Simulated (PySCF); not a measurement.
# GeF2 (SMILES [F][Ge][F]): levels of theory compared

We compute a comparison of 6 runs (M06-2X/STO-6G, MP2/STO-6G, BCCD(T)/STO-6G, NEVPT2(2,2)/STO-6G, CISD/STO-6G, FCI/STO-6G) of GeF2. The job is set up through a Python script.

The results are computed with PySCF 2.14.0.

24 further runs of the same task are left out: 10 that didn't finish, 14 set aside as unsound or not needed.

**1. The system as given**

GeF2: 3 atoms, total charge 0, spin state singlet. SMILES: `[F][Ge][F]`. The Ge2–F3 distance was set to 3.141 Å, away from the relaxed value. At this shape a bond of the SMILES string is far longer than usual.

Bond lengths: F1–Ge2 1.745 Å.

**2. The energy at M06-2X/STO-6G (run 1)**

The input, run.py:

```python
from pyscf import gto, dft

mol = gto.Mole()
mol.atom = '''
F   -0.187981  -2.403637  -0.372620
Ge   1.125419  -1.597037   0.445080
F    0.027600   1.332100   0.164100
'''
mol.verbose = 3
mol.spin = 0
mol.charge = 0
mol.max_memory = 1860
mol.basis = 'sto-6g'
mol.build()

mf = dft.RKS(mol)
mf.xc = 'm06-2x'
mf.grids.level = 5
mf.conv_tol = 1e-10
mf.kernel()
if not mf.converged:
    mf = mf.newton().run(mf.mo_coeff, mf.mo_occ)

energy = mf.e_tot
print('E = %.10f Eh' % energy)
```

On the command line:

```sh
$ OMP_NUM_THREADS=1 python run.py
```

What it wrote:

```text
SCF not converged.
SCF energy = -2263.84839748031
converged SCF energy = -2263.87776308972
E = -2263.8777630897 Eh
```

Run time: 28 s. Hardware: 1 thread of Arm Neoverse V2, shared host; peak memory 0.29 GiB.

**3. The energy at MP2/STO-6G (run 2)**

The input, calc.py:

```python
from pyscf import gto, mp

mol = gto.M(
    atom='''
F   -0.187981  -2.403637  -0.372620
Ge   1.125419  -1.597037   0.445080
F    0.027600   1.332100   0.164100
''',
    charge=0,
    basis='sto-6g',
    verbose=3,
    max_memory=1860,
)

mf = mol.RHF()
mf.conv_tol = 1e-10
mf.kernel()
if not mf.converged:
    mf = mf.newton().run(mf.mo_coeff, mf.mo_occ)

pt = mp.MP2(mf, frozen=11).run()
e_tot = pt.e_tot
print('E = %.10f Eh' % e_tot)
```

On the command line:

```sh
$ OMP_NUM_THREADS=1 python calc.py
```

What it wrote:

```text
converged SCF energy = -2261.8940807693
E(RMP2) = -2262.0623137721  E_corr = -0.168233002803957
E(SCS-RMP2) = -2262.08637402023  E_corr = -0.192293250929479
E = -2262.0623137721 Eh
```

It took 1.1 s on 1 thread of Arm Neoverse V2, shared host; peak memory 0.12 GiB.

Runs 3 to 5 aren't shown in full; the table further down has their settings and results.

**4. The energy at FCI/STO-6G (run 6)**

The input, geometry.xyz:

```xyz
3
F2Ge
F     -0.187981    -2.403637    -0.372620
Ge     1.125419    -1.597037     0.445080
F      0.027600     1.332100     0.164100
```

The input, input.py:

```python
from pyscf import gto, mcscf
from pyscf import fci

mol = gto.Mole()
mol.atom = 'geometry.xyz'
mol.charge = 0
mol.verbose = 4
mol.basis = 'sto-6g'
mol.max_memory = 1860
mol.build()

hf = mol.RHF()
hf.conv_tol = 1e-10
hf.kernel()
if not hf.converged:
    hf = hf.newton().run(hf.mo_coeff, hf.mo_occ)

cas = mcscf.CASCI(hf, hf.mo_coeff.shape[-1] - 11, (mol.nelec[0] - 11, mol.nelec[1] - 11))  # full CI above the frozen core
cas.fcisolver = fci.direct_spin0.FCI(mol)  # even spin states alone
cas.kernel()
print('<S^2> = %.4f' % cas.fcisolver.spin_square(cas.ci, cas.ncas, cas.nelecas)[0])
etot = cas.e_tot
print(f'total energy: {etot:.8f} hartree')
```

On the command line:

```sh
$ OMP_NUM_THREADS=1 python input.py
```

What it wrote:

```text
PySCF version 2.14.0

[INPUT] num. atoms = 3
[INPUT] num. electrons = 50
[INPUT] charge = 0
[INPUT] spin (= nelec alpha-beta = 2S) = 0
[INPUT] symmetry False subgroup None
[INPUT] Mole.unit = angstrom
[INPUT] Symbol           X                Y                Z      unit          X                Y                Z       unit  Magmom
[INPUT]  1 F     -0.187981000000  -2.403637000000  -0.372620000000 AA   -0.355232606622  -4.542215632871  -0.704149748535 Bohr   0.0
[INPUT]  2 Ge     1.125419000000  -1.597037000000   0.445080000000 AA    2.126733685382  -3.017962540797   0.841079303521 Bohr   0.0
[INPUT]  3 F      0.027600000000   1.332100000000   0.164100000000 AA    0.052156441038   2.517304170533   0.310104057041 Bohr   0.0

[... 27 lines left out ...]
WARN: HOMO 0.167668262298301 == LUMO 0.167909877519521
[... 44 lines left out ...]
converged SCF energy = -2261.8940807693
[... 1 line left out ...]
******** <class 'pyscf.mcscf.casci.CASCI'> ********
CAS (14e+14e, 17o), ncore = 11, nvir = 0
natorb = False
canonicalization = True
sorting_mo_energy = False
******** <class 'pyscf.fci.direct_spin0.FCISolver'> ********
max. cycles = 100
conv_tol = 1e-10
davidson only = False
linear dependence = 1e-14
level shift = 0.001
max iter space = 12
nroots = 1
pspace_size = 400
spin = None
Density matrix diagonal elements [1.99738175 1.99977941 1.99928395 1.99981585 1.99988828 1.99965531
 1.99859752 1.97462577 1.98467649 1.95663258 1.9401905  1.91899968
 1.9990551  1.24917564 0.77411661 0.15256917 0.05555637]
CASCI converged
CASCI E = -2262.14176452375  E(CI) = -191.168046864943  S^2 = 0.0000000
<S^2> = 0.0000
total energy: -2262.14176452 hartree
```

Run time: 69 s. Hardware: 1 thread of Arm Neoverse V2, shared host; peak memory 0.22 GiB.

**5. Overview of the runs**

```csv
run,level,integration grid,frozen core orbitals,energy (Eh),dipole moment (D) of the reference,HOMO energy (eV),LUMO energy (eV),wall time
1,M06-2X/STO-6G,5,–,-2263.877763,3.42,-2.57,1.02,28 s
2,MP2/STO-6G,–,11,-2262.062314,4.42,-3.24,3.27,1.1 s
3,BCCD(T)/STO-6G,–,11,-2262.142656,–,–,–,1.9 s
4,"NEVPT2(2,2)/STO-6G",–,–,-2262.123808,4.42,-3.24,3.27,1.2 s
5,CISD/STO-6G,–,11,-2262.107441,4.42,-3.24,3.27,1.1 s
6,FCI/STO-6G,–,11,-2262.141765,4.42,-3.24,3.27,69 s
```

**6. Results**

```
                                           quantity           value
                                run 6: total energy  -2262.14176 Eh
        run 6: dipole moment (Hartree–Fock density)          4.42 D
         run 6: HOMO energy (Hartree–Fock orbitals)        -3.24 eV
         run 6: LUMO energy (Hartree–Fock orbitals)         3.27 eV
       run 6: HOMO–LUMO gap (Hartree–Fock orbitals)         6.51 eV
run 6: correlation energy (11 core orbitals frozen)      -247.7 mEh
```

What this shows: Against full CI in this basis: MP2 +79.5 mEh; BCCD(T) -0.9 mEh; CISD +34.3 mEh. In runs 1, 2, 3, 4, 5, 6 the basis is minimal, so the values are rough. In runs 1, 2, 5 a closed-shell determinant meets a far-stretched bond, which it describes badly. All runs together took 1.7 min, the longest 69 s.
